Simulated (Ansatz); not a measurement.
# C3H9Cl3SeSi2: small, medium and large basis sets

An exercise on one series of results from a longer session: the logs are not shown, and one member is left open.

Program: Ansatz 0.2.0, Gaussian basis. Level of theory: one geometry, several basis sets. These are calculated values, not measurements.

The runs, in order: PBE0-D4/def2-SVP; ωB97M-V/def2-SVP; PBE0-D4/def2-QZVPP; ωB97M-V/def2-QZVPP; the functionals' def2-TZVPP values are taken from earlier runs.

### The geometry

An earlier PBE0-D4 in a triple-zeta def2 set relaxation fixed the geometry.

SMILES `C[Si](C)(C)[Se][Si](Cl)(Cl)Cl`, 18 atoms, charge 0, spin multiplicity 1.

Atoms are counted from 1 here; the program's logs count them from 0.

Bond lengths: C1–Si2 1.863 Å, C1–H10 1.095 Å, C1–H11 1.091 Å, C1–H12 1.092 Å, Si2–C3 1.867 Å, Si2–C4 1.863 Å, Si2–Se5 2.330 Å, C3–H13 1.094 Å, C3–H14 1.092 Å, C3–H15 1.092 Å, C4–H16 1.095 Å, C4–H17 1.091 Å, C4–H18 1.091 Å, Se5–Si6 2.227 Å, Si6–Cl7 2.036 Å, Si6–Cl8 2.046 Å, Si6–Cl9 2.042 Å. Angles: Si2–C1–H10 109.9°, Si2–C1–H11 111.3°, Si2–C1–H12 110.8°, H10–C1–H11 108.3°, H10–C1–H12 108.3°, H11–C1–H12 108.2°, C1–Si2–C3 111.0°, C1–Si2–C4 111.8°, C1–Si2–Se5 108.8°, C3–Si2–C4 111.2°, C3–Si2–Se5 102.1°, C4–Si2–Se5 111.5°, Si2–C3–H13 109.8°, Si2–C3–H14 111.2°, Si2–C3–H15 111.4°, H13–C3–H14 108.2°, H13–C3–H15 107.9°, H14–C3–H15 108.3° and more.

As a file:

```xyz
18
charge 0, multiplicity 1
C     0.40160   -1.04846   -1.68002
Si    0.60200   -0.24681   -0.00987
C     2.38142   -0.30492    0.55127
C    -0.53099   -1.00447    1.26055
Se    0.23270    2.04356   -0.22830
Si   -1.98903    2.13403   -0.10973
Cl   -2.56756    3.98030   -0.74231
Cl   -2.93118    0.74015   -1.27378
Cl   -2.70915    1.88043    1.78384
H     0.64286   -2.11401   -1.61242
H    -0.62174   -0.95206   -2.04597
H     1.07062   -0.59214   -2.41264
H     2.70927   -1.34552    0.63484
H     2.50424    0.17112    1.52624
H     3.03988    0.19817   -0.16061
H    -0.23504   -2.04712    1.41548
H    -0.46415   -0.48361    2.21719
H    -1.57355   -0.99727    0.93814
```

The first run:

The input, in.yaml:

```yaml
crystal:
  periodic: [false, false, false]
  atoms:
    - {symbol: C, position_ang: [0.401599, -1.048459, -1.680016]}
    - {symbol: Si, position_ang: [0.602000, -0.246812, -0.009866]}
    - {symbol: C, position_ang: [2.381418, -0.304917, 0.551268]}
    - {symbol: C, position_ang: [-0.530986, -1.004469, 1.260550]}
    - {symbol: Se, position_ang: [0.232702, 2.043559, -0.228301]}
    - {symbol: Si, position_ang: [-1.989032, 2.134032, -0.109731]}
    - {symbol: Cl, position_ang: [-2.567561, 3.980299, -0.742308]}
    - {symbol: Cl, position_ang: [-2.931177, 0.740148, -1.273781]}
    - {symbol: Cl, position_ang: [-2.709146, 1.880432, 1.783840]}
    - {symbol: H, position_ang: [0.642862, -2.114005, -1.612418]}
    - {symbol: H, position_ang: [-0.621740, -0.952057, -2.045968]}
    - {symbol: H, position_ang: [1.070615, -0.592140, -2.412642]}
    - {symbol: H, position_ang: [2.709267, -1.345515, 0.634838]}
    - {symbol: H, position_ang: [2.504236, 0.171125, 1.526241]}
    - {symbol: H, position_ang: [3.039884, 0.198174, -0.160613]}
    - {symbol: H, position_ang: [-0.235036, -2.047116, 1.415475]}
    - {symbol: H, position_ang: [-0.464155, -0.483612, 2.217194]}
    - {symbol: H, position_ang: [-1.573550, -0.997269, 0.938137]}
basis:
  gaussian: {orbitals: def2-SVP}
hamiltonian: {xc: pbe0, dispersion: d4}
output: {orbitals: {seedname: orbitals}}
```

Steps of the session up to this table: PBE0-D4 in def2-SVP; ωB97M-V in def2-SVP; PBE0-D4 in def2-QZVPP; ωB97M-V in def2-QZVPP.

One table of the session follows, with a row left open; its other results are not shown here.

It belongs to the step «Functionals by basis». 

```
functional       basis  HOMO (eV)
   PBE0-D4    def2-SVP      -7.18
   PBE0-D4  def2-TZVPP      -7.25
   PBE0-D4  def2-QZVPP      -7.28
   ωB97M-V    def2-SVP      -9.28
   ωB97M-V  def2-TZVPP      -9.38
   ωB97M-V  def2-QZVPP          ?
```

**Question.** Estimate the row for ωB97M-V, def2-QZVPP.

The run gave: HOMO (eV): -9.41. In the column «HOMO (eV)» it is the lowest.
